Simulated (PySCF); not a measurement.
# ZrS₂: relaxation and vibrations of the singlet

Aim: relax ZrS₂ as a singlet from a PBE0 minimum start, check by its vibrations whether the end is a minimum, and collect its spectrum and constants.

Program: PySCF 2.14.0. Level of theory: PBE0, basis Zr def2-TZVP with ECP28, S def2-TZVP, scalar-relativistic core potentials, no spin–orbit coupling, density fitting. These are calculated values, not measurements.

## (1) The starting structure

3 atoms, charge 0, spin multiplicity 1.

Bond lengths: Zr1–S2 2.207 Å, Zr1–S3 2.207 Å. Angles: S2–Zr1–S3 110.0°.

Z-matrix (Å, degrees; charge 0 multiplicity 1):
```
Zr
S  1 2.2068
S  1 2.2068 2 110.01
```

## (2) First SCF at the start

The steps below are one call of a driver around PySCF. For each, scf.py gives the equivalent set-up of the SCF; relaxations use the driver's own optimiser. After this first run the driver tries any further starts and a stability analysis.

Contents of scf.py:

```python
from pyscf import gto, scf, dft
mol = gto.M(atom='''
Zr    -0.526010    -0.000000    -0.000000
S      0.739560     1.807840    -0.000000
S      0.739560    -1.807840    -0.000000''',
    basis={'Zr': 'def2-TZVP', 'S': 'def2-TZVP'},
    ecp={'Zr': 'def2-TZVP'},
    charge=0, spin=0)
mf = dft.RKS(mol, xc='PBE0')
mf.grids.atom_grid = (50, 194)
aux = {'Zr': 'def2-universal-JKFIT', 'S': 'def2-universal-JKFIT'}
mf = mf.density_fit(auxbasis=aux)
mf.conv_tol = 1e-08
mf.diis_space = 10
mf.max_cycle = 60
mf.init_guess = 'minao'
mf.verbose = 4
mf.kernel()
```

Started as:

```console
$ OMP_NUM_THREADS=4 python axn.py task.json out
```

Output:

```text
init E= -837.94863838402
  HOMO = -0.470293900063643  LUMO = -0.444773911879224  gap/eV = 0.69443
cycle= 1 E= -842.106540440757  delta_E= -4.16  |g|= 2.16  |ddm|= 4.77
  HOMO = -0.156288747807776  LUMO = 0.0358726648310172  gap/eV = 5.22898
cycle= 2 E= -840.72651034807  delta_E= 1.38  |g|= 2.67  |ddm|= 3.57
  HOMO = -0.195602627174011  LUMO = -0.11781004099516  gap/eV = 2.11684
cycle= 3 E= -843.179392795676  delta_E= -2.45  |g|= 0.414  |ddm|= 2.75
  HOMO = -0.251606056881556  LUMO = -0.12226704712016  gap/eV = 3.51949
cycle= 4 E= -843.218753312334  delta_E= -0.0394  |g|= 0.201  |ddm|= 0.539
  HOMO = -0.228673372792881  LUMO = -0.121629094929395  gap/eV = 2.91282
cycle= 5 E= -843.228034153244  delta_E= -0.00928  |g|= 0.0711  |ddm|= 0.22
  HOMO = -0.234001665847819  LUMO = -0.120741489136143  gap/eV = 3.08197
cycle= 6 E= -843.229256329676  delta_E= -0.00122  |g|= 0.0145  |ddm|= 0.0599
  HOMO = -0.23356793349341  LUMO = -0.12135728012777  gap/eV = 3.05341
cycle= 7 E= -843.229321128734  delta_E= -6.48e-05  |g|= 0.00204  |ddm|= 0.0133
  HOMO = -0.233516265699655  LUMO = -0.121316886229918  gap/eV = 3.05310
cycle= 8 E= -843.229322264277  delta_E= -1.14e-06  |g|= 0.000695  |ddm|= 0.00285
  HOMO = -0.233580418286226  LUMO = -0.121376743919256  gap/eV = 3.05322
cycle= 9 E= -843.229322438879  delta_E= -1.75e-07  |g|= 0.000161  |ddm|= 0.000852
  HOMO = -0.23357029590838  LUMO = -0.121379464755018  gap/eV = 3.05287
cycle= 10 E= -843.229322448638  delta_E= -9.76e-09  |g|= 5.31e-05  |ddm|= 0.000229
  HOMO = -0.233573742056562  LUMO = -0.121367439379744  gap/eV = 3.05329
Extra cycle  E= -843.22932244136  delta_E= 7.28e-09  |g|= 0.000166  |ddm|= 0.000158
converged SCF energy = -843.22932244136
```

This step, with its further starts and checks, ran for 1.3 s (4 threads of AMD EPYC 9B45 (Zen 5), shared host).

No lower closed-shell solution turned up in the test of internal stability.

## (3) Relaxation: PBE0 minimum start, singlet

The program finds C2v symmetry in the start, which this walk keeps. Threshold on the gradient: 0.0003 Eh/bohr, with a further test on the energy change.

scf.py: that of step 2 with these lines changed.

```diff
@@ -3,3 +3,3 @@
-Zr    -0.526010    -0.000000    -0.000000
-S      0.739560     1.807840    -0.000000
-S      0.739560    -1.807840    -0.000000''',
+Zr    -0.526008     0.000000     0.000000
+S      0.739562     1.807840     0.000000
+S      0.739562    -1.807840     0.000000''',
@@ -16 +15,0 @@
-mf.init_guess = 'minao'
```

Energy and gradient, step by step:

```csv
step,energy (Eh),change (kJ/mol),largest symmetric gradient (Eh/bohr)
0,-843.229322,0.00,0.00017
```

The walk took 0.9 s.

After 0 steps and 0.0 kJ/mol it ends at C2v: Zr–S 2.207 Å (×2); S–Zr–S 110.0°.

## (4) Vibrations and properties at this point

On the finer grid the gradient is checked again; gradients at displacements of ±0.02 bohr then give force constants and infrared intensities.

scf.py: that of step 3 with these lines changed.

```diff
@@ -10 +10 @@
-mf.grids.atom_grid = (50, 194)
+mf.grids.atom_grid = (75, 302)
@@ -13 +13 @@
-mf.conv_tol = 1e-08
+mf.conv_tol = 1e-10
```

The driver hands on the density of the step before, so the log starts near convergence.

SCF at the final geometry:

```text
init E= -843.229481159322
  HOMO = -0.233572761739873  LUMO = -0.121384845845411  gap/eV = 3.05279
cycle= 1 E= -843.229481159285  delta_E= 3.76e-11  |g|= 1.12e-05  |ddm|= 1.03e-05
  HOMO = -0.233573389401084  LUMO = -0.121382265718687  gap/eV = 3.05288
cycle= 2 E= -843.229481158905  delta_E= 3.8e-10  |g|= 3.7e-05  |ddm|= 3.41e-05
  HOMO = -0.233572782422842  LUMO = -0.121384214351123  gap/eV = 3.05281
cycle= 3 E= -843.229481159325  delta_E= -4.21e-10  |g|= 1.03e-06  |ddm|= 2.64e-05
  HOMO = -0.23357285192619  LUMO = -0.121384231299311  gap/eV = 3.05281
cycle= 4 E= -843.229481159325  delta_E= 9.09e-13  |g|= 1.08e-08  |ddm|= 7.51e-07
  HOMO = -0.23357285019913  LUMO = -0.121384229459447  gap/eV = 3.05281
Extra cycle  E= -843.229481159325  delta_E= -4.55e-13  |g|= 1.41e-08  |ddm|= 2.73e-08
converged SCF energy = -843.229481159325
```

The whole step took 10 s.

Geometry: C2v; Zr–S 2.207 Å (×2); S–Zr–S 110.0°.

Harmonic modes (main isotopes):

| symmetry | ω (cm⁻¹) | IR (km/mol) | μ (u) |
| --- | --- | --- | --- |
| a1 | 158 | 1.4 | 36.64 |
| b2 | 531 | 160 | 40.38 |
| a1 | 537 | 11.3 | 37.19 |

All wavenumbers are real: a minimum.

Constants and moments:

```
Dipole moment                                                   : 7.14 D
Highest occupied level                                          : -6.36 eV
Lowest empty level                                              : -3.30 eV
Rotational constants                                            : 0.2817, 0.08066, 0.06271 cm⁻¹
Zero-point energy                                               : 7.3 kJ/mol
Principal polarisabilities                                      : 53.0, 70.0, 124.5 bohr³
Atomisation energy without zero-point energy                    : 1050 kJ/mol
Principal traceless quadrupole moments about the centre of mass : -17.74, 8.58, 9.16 D Å
Entropy at 298.15 K and 1 bar                                   : 292.5 J/(mol K)
Heat capacity Cp at 298.15 K                                    : 51.0 J/(mol K)
Enthalpy at 298.15 K above 0 K                                  : 12.62 kJ/mol
Rotational symmetry number                                      : 2
```

Charges (e) and bond orders:

```csv
atom,Mulliken,Löwdin,polar tensor,Mayer order to Zr1
Zr1,0.96,-0.07,1.42,–
"S2,3",-0.48,0.03,-0.71,2.20
```

Mulliken populations on Zr1 (outside its core potential): s 2.24, p 6.23, d 2.53, f 0.04.

## (5) Would spin polarisation lower it?

At the lowest minimum the closed shell is tested against spin polarisation, on the (50, 194) grid. It is stable.

## (6) Outcome

```
                                 quantity                             value
                                  minimum                      singlet, C2v
                                 geometry  Zr–S 2.207 Å (×2); S–Zr–S 110.0°
                       wavenumbers (cm⁻¹)      158 (a1), 531 (b2), 537 (a1)
                            dipole moment                            7.14 D
     highest occupied, lowest empty level                   -6.36, -3.30 eV
               polar-tensor charge of Zr1                           +1.42 e
                        zero-point energy                        7.3 kJ/mol
                      entropy at 298.15 K                   292.5 J/(mol K)
atomisation energy (no zero-point energy)                       1050 kJ/mol
```

What this shows: The PBE0 minimum start keeps its C2v symmetry and ends in a minimum. The strongest infrared band lies at 531 cm⁻¹ (b2, stretch). With 7.1 D the molecule is strongly polar. Other starts or spin states, not run here, may lie lower.

The search up to here ran for 13 s (4 threads of AMD EPYC 9B45 (Zen 5), shared host).
